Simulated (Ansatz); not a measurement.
# Na3ScAg: further runs on a relaxed guess

The task, for Na3ScAg: see whether it has a gap, which orbitals make up the states near it and how charge is shared.

Program: Ansatz 0.2.0. Level of theory: DFT PBE, scalar-relativistic, plane waves, PAW. These are calculated values, not measurements.

## Step 1: The structure to begin with

It takes space group Pm-3m (No. 221, cubic). Conventional cell: a = 5.525 Å, b = 5.525 Å, c = 5.525 Å, α = 90.00°, β = 90.00°, γ = 90.00°. Na (site symmetry 4/mmm) is surrounded by 2 Ag at 2.76 Å. Sc (site symmetry m-3m) is surrounded by 12 Na at 3.91 Å. Ag (site symmetry m-3m) is surrounded by 6 Na at 2.76 Å.

As a file:

```
Na Sc Ag
1.0
     5.52542    0.00000    0.00000
     0.00000    5.52542    0.00000
     0.00000    0.00000    5.52542
Na Sc Ag
3 1 1
Direct
  0.00000 0.50000 0.50000
  0.50000 0.00000 0.50000
  0.50000 0.50000 0.00000
  0.00000 0.00000 0.00000
  0.50000 0.50000 0.50000
```

The cell was relaxed beforehand at this level, from a database cell with other species swapped in; it needn't be the stable form of this composition. At a tolerance of 0.05 Å it has space group Pm-3m (No. 221); it has 33.74 Å³/atom, an uncorrected energy of +0.53 eV/atom over the elements.

## Step 2: Static run: bands, density of states and charges

input.yaml

```yaml
crystal:
  lattice:
    - [5.5254155392, 0.0, 0.0]
    - [0.0, 5.5254155392, 0.0]
    - [0.0, 0.0, 5.5254155392]
  atoms:
    - { symbol: Na, position: [0.0, 0.5, 0.5] }
    - { symbol: Na, position: [0.5, 0.0, 0.5] }
    - { symbol: Na, position: [0.5, 0.5, 0.0] }
    - { symbol: Sc, position: [0.0, 0.0, 0.0], spin: 0.88 }
    - { symbol: Ag, position: [0.5, 0.5, 0.5] }
basis:
  ecutwfc: 420
kpoints:
  mp_grid: { grid: [8, 8, 8] }
  band_path:
    path:
      - [[0.0, 0.0, 0.0], [0.0, 0.5, 0.0], [0.5, 0.5, 0.0], [0.0, 0.0, 0.0], [0.5, 0.5, 0.5], [0.0, 0.5, 0.0]]
      - [[0.5, 0.5, 0.5], [0.5, 0.5, 0.0]]
    npoints: 14
hamiltonian:
  xc: pbe
scf:
  occupations: { method: gaussian, width: 0.1 }
  n_extra_bands: 12
output:
  forces: true
  stress: true
  eigenvalues: true
  populations: true
  dos: { projected: true, de: 0.02, nscf_kmesh: { grid: [10, 10, 10] } }
  bader: true
  write_density: true
  write_potential: true
  elf: true
  volumetric_format: npy
magnetization:
  spin_polarized: true
checkpoint:
  read: start.run
  write: ck
  compress: false
  write_wavefunctions: false
  write_every: 100000
```

Started as:

```bash
ansatz run input.yaml --threads 1 --pin off --max-ram 2048MiB --backend cpu --events-out ev --progress --plain --runs-dir out
```

Q: Predict the outcome of this session. Wanted: gap; states at the Fermi level; Bader charges.

The runs gave:

```
                 quantity                           value
                      gap                    none (metal)
states at the Fermi level            3.77 per eV per cell
            Bader charges  Na +0.68, Sc -0.53, Ag -1.50 e
```

In words: Bands cross the Fermi level: a metal at this level of theory. Of the projected weight within 0.25 eV of the Fermi level, the largest part is Sc 3d (72 %). Charge transfer between the atoms is strong (Bader charges up to 1.5 e). Other magnetic orders were not searched.
